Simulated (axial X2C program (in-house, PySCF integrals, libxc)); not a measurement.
**SrF⁺: properties at the nuclei**

Wanted for SrF⁺: properties at the nuclei, at the two-component level.

Computed with an in-house X2C program for linear molecules on PySCF integrals. Level: two-component X2C with atomic mean-field terms, Sr dyall-cv3z, F dyall-av3z.

All values are calculated.

## (1) The job

Input file task.json:

```json
{
 "zs": [
  38,
  9
 ],
 "q": 1,
 "bas": [
  "dyall-cv3z",
  "dyall-av3z"
 ],
 "r0": 2.49,
 "levels": [
  "PBE0",
  "HF",
  "PBE",
  "BHandHLYP",
  "PBE50"
 ],
 "nst": 3
}
```

Keys: zs atomic numbers; q charge; bas basis sets; r0 starting distance in Å; levels methods (HF also brings MP2); nst determinants followed.

Launch:

```bash
$ python soeom.py task.json out
```

Nuclei are Gaussian, cores are contracted, and the Gaunt term is on.

## (2) Expectation values, lowest determinant

R = 1.988 Å. State: Ω = 0 (closed shell).

Output of the PBE0 run:

```text
two-component X2C + atomic mean field  PBE0
basis functions 187  fitting functions 957  grid points 5074
iter        total energy     max residual
   1      -3277.567220957     3.43e-05
   2      -3277.567220957     5.54e-06
converged
one-electron -4708.11595835  Coulomb 1456.79365312  exact exchange -28.49749881  xc functional -87.44450778  nuclear repulsion 91.03551616  atomic mean-field constant -1.33842531
```

The highest occupied spinor is 86% F p, 8% Sr d, 3% Sr p.

| level | qzz Sr (a.u.) | qzz F (a.u.) |
| --- | --- | --- |
| PBE0 | -1.52 | -0.10 |
| HF | -1.58 | -0.21 |
| PBE | -1.55 | -0.09 |
| BHandHLYP | -1.60 | -0.17 |
| PBE50 | -1.51 | -0.10 |

qzz is the electric field gradient, eQq0 = 234.96 MHz × Q/barn × qzz. The operators were transformed with the bare-nucleus X2C matrices.

## (3) Summary of results

| quantity | value |
| --- | --- |
| lowest determinant | Ω = 0 (closed shell) |
| qzz Sr (a.u.), PBE0 | -1.52 |
| qzz F (a.u.), PBE0 | -0.10 |

**Reading.** The expectation values come from single determinants, which for open shells can mix terms of unlike spin or miss the lowest Ω, so a determinant need not be a state. qzz is the electric field gradient, eQq0 = 234.96 MHz × Q/barn × qzz. The operators were transformed with the bare-nucleus X2C matrices.
